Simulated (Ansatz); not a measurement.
# ClH₄NOSSi: basis-set convergence

The task here is to estimate one member of a computed series from the others.

Method: one geometry, several basis sets; program: Ansatz 0.2.0, Gaussian basis.

Levels to be run: PBE0-D4/def2-SVP; ωB97M-V/def2-SVP; PBE0-D4/def2-QZVPP; ωB97M-V/def2-QZVPP; the functionals' def2-TZVPP values are taken from earlier runs.

**Structure used throughout**

The geometry comes from an earlier relaxation with PBE0-D4 in a triple-zeta def2 set; it is a stationary point, not always the lowest conformer.

SMILES `N[Si](O)(S)Cl`, 9 atoms, charge 0, spin multiplicity 1.

Atoms are counted from 1 here; the program's logs count them from 0.

Bond lengths: N1–Si2 1.686 Å, N1–H6 1.006 Å, N1–H7 1.007 Å, Si2–O3 1.633 Å, Si2–S4 2.121 Å, Si2–Cl5 2.058 Å, O3–H8 0.959 Å, S4–H9 1.344 Å. Angles: Si2–N1–H6 120.5°, Si2–N1–H7 121.5°, H6–N1–H7 113.0°, N1–Si2–O3 113.4°, N1–Si2–S4 110.4°, N1–Si2–Cl5 106.6°, O3–Si2–S4 106.4°, O3–Si2–Cl5 108.3°, S4–Si2–Cl5 111.8°, Si2–O3–H8 117.7°, Si2–S4–H9 94.0°.

The first run:

Input file in.yaml:

```yaml
crystal:
  periodic: [false, false, false]
  atoms:
    - {symbol: N, position_ang: [0.781626, 1.078789, 0.534858]}
    - {symbol: Si, position_ang: [-0.171580, -0.235253, 0.078341]}
    - {symbol: O, position_ang: [0.395332, -1.666522, 0.622429]}
    - {symbol: S, position_ang: [-0.253693, -0.390038, -2.035482]}
    - {symbol: Cl, position_ang: [-2.034300, 0.076205, 0.895515]}
    - {symbol: H, position_ang: [1.654681, 1.262819, 0.069695]}
    - {symbol: H, position_ang: [0.745348, 1.456645, 1.467060]}
    - {symbol: H, position_ang: [-0.177338, -2.431956, 0.543156]}
    - {symbol: H, position_ang: [-0.851577, 0.803012, -2.192672]}
basis:
  gaussian: {orbitals: def2-SVP}
hamiltonian: {xc: pbe0, dispersion: d4}
output: {orbitals: {seedname: orbitals}}
```

Command:

```bash
$ ansatz run in.yaml --threads 4 --pin off --events-out ev --progress --plain --max-ram 10444MiB
```

Steps of the session up to this table: PBE0-D4 in def2-SVP; ωB97M-V in def2-SVP; PBE0-D4 in def2-QZVPP; ωB97M-V in def2-QZVPP.

One table of the session follows, with a row left open; its other results are not shown here.

It belongs to the step «Functionals by basis». 

| functional | basis | HOMO (eV) | LUMO (eV) |
| --- | --- | --- | --- |
| PBE0-D4 | def2-SVP | -7.50 | 0.88 |
| PBE0-D4 | def2-TZVPP | -7.68 | 0.34 |
| PBE0-D4 | def2-QZVPP | ? | ? |
| ωB97M-V | def2-SVP | -9.68 | 2.74 |
| ωB97M-V | def2-TZVPP | -9.89 | 1.95 |
| ωB97M-V | def2-QZVPP | -9.94 | 1.32 |

Q: Estimate the row for PBE0-D4, def2-QZVPP from the others.

The run gave: HOMO (eV): -7.72; LUMO (eV): 0.01. In the column «HOMO (eV)» it lies between ωB97M-V, def2-SVP (-9.68) and PBE0-D4, def2-TZVPP (-7.68).
